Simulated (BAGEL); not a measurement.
# RI-MP2/def2-SVP (density fitting with qzvpp-jkfit) run of CH4GeO2 (SMILES O=C[O][GeH3])

What is the energy change on altering one bond length of CH4GeO2 at RI-MP2/def2-SVP (density fitting with qzvpp-jkfit)? 

The calculation is run with BAGEL 1.2.2.

8 further runs of the same task are left out: 5 that didn't finish, 3 set aside as unsound or not needed.

### Step 1. The system as given

The species is CH4GeO2 (8 atoms), meant as a singlet with charge 0. As SMILES, `O=C[O][GeH3]`. The coordinates come from a PBE0-D4/def2-TZVP relaxation. This is one conformer, not always the lowest.

Bond lengths: O1–C2 1.203 Å, C2–O3 1.318 Å, O3–Ge4 1.840 Å, C2–H5 1.101 Å, Ge4–H6 1.528 Å, Ge4–H7 1.528 Å, Ge4–H8 1.531 Å. Angles: O1–C2–O3 124.7°, C2–O3–Ge4 113.7°, O1–C2–H5 123.7°, O3–C2–H5 111.6°, O3–Ge4–H6 108.6°, O3–Ge4–H7 108.6°, O3–Ge4–H8 100.3°, H6–Ge4–H7 113.7°, H6–Ge4–H8 112.4°, H7–Ge4–H8 112.4°.

### Step 2. A single-point energy at RI-MP2/def2-SVP (density fitting with qzvpp-jkfit)

Contents of job.json:

```json
{ "bagel" : [

{
  "title" : "molecule",
  "basis" : "svp",
  "df_basis" : "qzvpp-jkfit",
  "angstrom" : "true",
  "geometry" : [
    { "atom" : "O", "xyz" : [    1.249800,   -0.737800,    1.111600 ] },
    { "atom" : "C", "xyz" : [    1.395900,    0.277800,    0.484100 ] },
    { "atom" : "O", "xyz" : [    0.493200,    0.797800,   -0.322800 ] },
    { "atom" : "Ge", "xyz" : [   -1.061900,   -0.180000,   -0.421000 ] },
    { "atom" : "H", "xyz" : [    2.310300,    0.889700,    0.516800 ] },
    { "atom" : "H", "xyz" : [   -1.700900,   -0.218500,    0.966900 ] },
    { "atom" : "H", "xyz" : [   -0.732900,   -1.562300,   -0.983900 ] },
    { "atom" : "H", "xyz" : [   -1.861500,    0.676100,   -1.407500 ] }
  ]
},
{
  "title" : "hf"
},
{
  "title" : "mp2",
  "ncore" : 12
}

]}
```

Command:

```sh
BAGEL_NUM_THREADS=1 BAGEL job.json > job.out
```

Log:

```text
* using 1 threads per process

  ===============================================================
  ===============================================================

  *** Geometry ***

  { "atom" : "O", "xyz" : [      2.361780,     -1.394240,      2.100620 ] },
  { "atom" : "C", "xyz" : [      2.637869,      0.524966,      0.914816 ] },
  { "atom" : "O", "xyz" : [      0.932013,      1.507624,     -0.610004 ] },
  { "atom" : "Ge", "xyz" : [     -2.006700,     -0.340151,     -0.795575 ] },
  { "atom" : "H", "xyz" : [      4.365834,      1.681289,      0.976610 ] },
  { "atom" : "H", "xyz" : [     -3.214235,     -0.412905,      1.827176 ] },
  { "atom" : "H", "xyz" : [     -1.384980,     -2.952319,     -1.859302 ] },
  { "atom" : "H", "xyz" : [     -3.517725,      1.277644,     -2.659790 ] },

  Number of auxiliary basis functions:      567

  Since a DF basis is specified, we compute 2- and 3-index integrals:
    o Being stored without compression. Storage requirement is 0.040 GB

  Number of basis functions:       94
  Number of electrons      :       58

    * METHOD: MOLECULE                             0.31

  *** RHF ***

  === Nuclear Repulsion ===
   272.5911180305

      * DIIS with orbital gradients will be used.

  === RHF iteration (svp) ===
      0      -2264.69811656          0.01649213           0.13
      1      -2264.82436661          0.01153497           0.12
      2      -2264.89901694          0.00126785           0.12
      3      -2264.90055818          0.00060805           0.12
      4      -2264.90081753          0.00016058           0.12
      5      -2264.90086377          0.00008221           0.12
      6      -2264.90087628          0.00003380           0.12
      7      -2264.90087903          0.00000826           0.12
      8      -2264.90087910          0.00000400           0.12
      9      -2264.90087911          0.00000127           0.12
     10      -2264.90087911          0.00000056           0.12
     11      -2264.90087911          0.00000017           0.12
     12      -2264.90087911          0.00000007           0.12
     13      -2264.90087911          0.00000003           0.12
     14      -2264.90087911          0.00000001           0.12
     15      -2264.90087911          0.00000000           0.12
    * SCF iteration converged.

    * Permanent dipole moment:
           (    0.433889,    -0.333117,     0.445090) a.u.

    * METHOD: HF                                   2.20

  *** RHF ***

  === Nuclear Repulsion ===
   272.5911180305

      * DIIS with orbital gradients will be used.

  === RHF iteration (svp) ===
      0      -2264.90087911          0.00000000           0.12
    * SCF iteration converged.

    * Permanent dipole moment:
           (    0.433889,    -0.333117,     0.445090) a.u.

  === DF-MP2 calculation ===

    * freezing 12 orbitals
    * 3-index integral transformation done
    * assembly done

      MP2 correlation energy:   -0.7262120038      0.08

      MP2 total energy:       -2265.6270911149

    * METHOD: MP2                                  0.34

  ===============================================================
```

It took 3 s on 1 thread of Arm Neoverse V2, shared host; peak memory 0.16 GiB.

### Step 3. The distorted shape at the same level

Contents of mp2.json:

```json
{ "bagel" : [

{
  "title" : "molecule",
  "basis" : "svp",
  "df_basis" : "qzvpp-jkfit",
  "angstrom" : true,
  "geometry" : [
    { "atom" : "O", "xyz" : [    2.493920,    0.044465,    1.190163 ] },
    { "atom" : "C", "xyz" : [    2.640020,    1.060065,    0.562663 ] },
    { "atom" : "O", "xyz" : [    1.737320,    1.580065,   -0.244237 ] },
    { "atom" : "Ge", "xyz" : [   -1.061900,   -0.180000,   -0.421000 ] },
    { "atom" : "H", "xyz" : [    3.554420,    1.671965,    0.595363 ] },
    { "atom" : "H", "xyz" : [   -1.700900,   -0.218500,    0.966900 ] },
    { "atom" : "H", "xyz" : [   -0.732900,   -1.562300,   -0.983900 ] },
    { "atom" : "H", "xyz" : [   -1.861500,    0.676100,   -1.407500 ] }
  ]
},
{
  "title" : "hf",
  "charge" : 0
},
{
  "title" : "mp2",
  "charge" : 0,
  "ncore" : 12
}

]}
```

Command:

```sh
BAGEL_NUM_THREADS=1 BAGEL mp2.json > mp2.out
```

Log:

```text
* using 1 threads per process

  ===============================================================
  ===============================================================

  *** Geometry ***

  { "atom" : "O", "xyz" : [      4.712826,      0.084027,      2.249082 ] },
  { "atom" : "C", "xyz" : [      4.988915,      2.003233,      1.063279 ] },
  { "atom" : "O", "xyz" : [      3.283059,      2.985890,     -0.461541 ] },
  { "atom" : "Ge", "xyz" : [     -2.006700,     -0.340151,     -0.795575 ] },
  { "atom" : "H", "xyz" : [      6.716880,      3.159556,      1.125073 ] },
  { "atom" : "H", "xyz" : [     -3.214235,     -0.412905,      1.827176 ] },
  { "atom" : "H", "xyz" : [     -1.384980,     -2.952319,     -1.859302 ] },
  { "atom" : "H", "xyz" : [     -3.517725,      1.277644,     -2.659790 ] },

  Number of auxiliary basis functions:      567

  Since a DF basis is specified, we compute 2- and 3-index integrals:
    o Being stored without compression. Storage requirement is 0.040 GB

  Number of basis functions:       94
  Number of electrons      :       58

    * METHOD: MOLECULE                             0.29

  *** RHF ***

  === Nuclear Repulsion ===
   208.9394002171

      * DIIS with orbital gradients will be used.

  === RHF iteration (svp) ===
      0      -2264.45430354          0.01795688           0.12
      1      -2264.57052376          0.01554582           0.12
      2      -2264.72820810          0.00257526           0.11
      3      -2264.73223531          0.00135795           0.12
      4      -2264.73373515          0.00016071           0.12
      5      -2264.73379280          0.00006922           0.12
      6      -2264.73380573          0.00003152           0.12
      7      -2264.73380759          0.00001189           0.12
      8      -2264.73380786          0.00000597           0.12
      9      -2264.73380793          0.00000274           0.11
     10      -2264.73380795          0.00000135           0.12
     11      -2264.73380796          0.00000100           0.11
     12      -2264.73380796          0.00000028           0.12
     13      -2264.73380796          0.00000014           0.12
     14      -2264.73380796          0.00000006           0.11
     15      -2264.73380796          0.00000003           0.12
     16      -2264.73380796          0.00000001           0.12
     17      -2264.73380796          0.00000001           0.11
    * SCF iteration converged.

    * Permanent dipole moment:
           (    3.447934,     1.068744,     0.975452) a.u.

    * METHOD: HF                                   2.36

  *** RHF ***

  === Nuclear Repulsion ===
   208.9394002171

      * DIIS with orbital gradients will be used.

  === RHF iteration (svp) ===
      0      -2264.73380796          0.00000001           0.12
    * SCF iteration converged.

    * Permanent dipole moment:
           (    3.447935,     1.068745,     0.975452) a.u.

  === DF-MP2 calculation ===

    * freezing 12 orbitals
    * 3-index integral transformation done
    * assembly done

      MP2 correlation energy:   -0.7352640341      0.08

      MP2 total energy:       -2265.4690719981

    * METHOD: MP2                                  0.33

  ===============================================================
```

Wall time 3.3 s (1 thread of Arm Neoverse V2, shared host); peak memory 0.16 GiB.

### Step 4. Outcome

Level: RI-MP2/def2-SVP (density fitting with qzvpp-jkfit), 12 core orbitals frozen.

| quantity | value |
| --- | --- |
| first shape: total energy | -2265.62709 Eh |
| first shape: correlation energy (12 core orbitals frozen) | -726.2 mEh |
| distorted shape: total energy | -2265.46907 Eh |
| distorted shape: correlation energy (12 core orbitals frozen) | -735.3 mEh |
| energy change with the O3–Ge4 bond stretched from 1.840 to 3.311 Å | 4.300 eV |

What this shows: One bond (distorted shape) is far stretched, which a spin-restricted single reference describes badly; perturbation theory on it can break down and give far too much correlation. With the O3–Ge4 bond stretched from 1.840 to 3.311 Å the energy rises by 4.30 eV (99 kcal/mol). The first shape isn't relaxed at this level, so the change isn't measured from a minimum. A restricted reference can't describe the breaking bond well at this length.
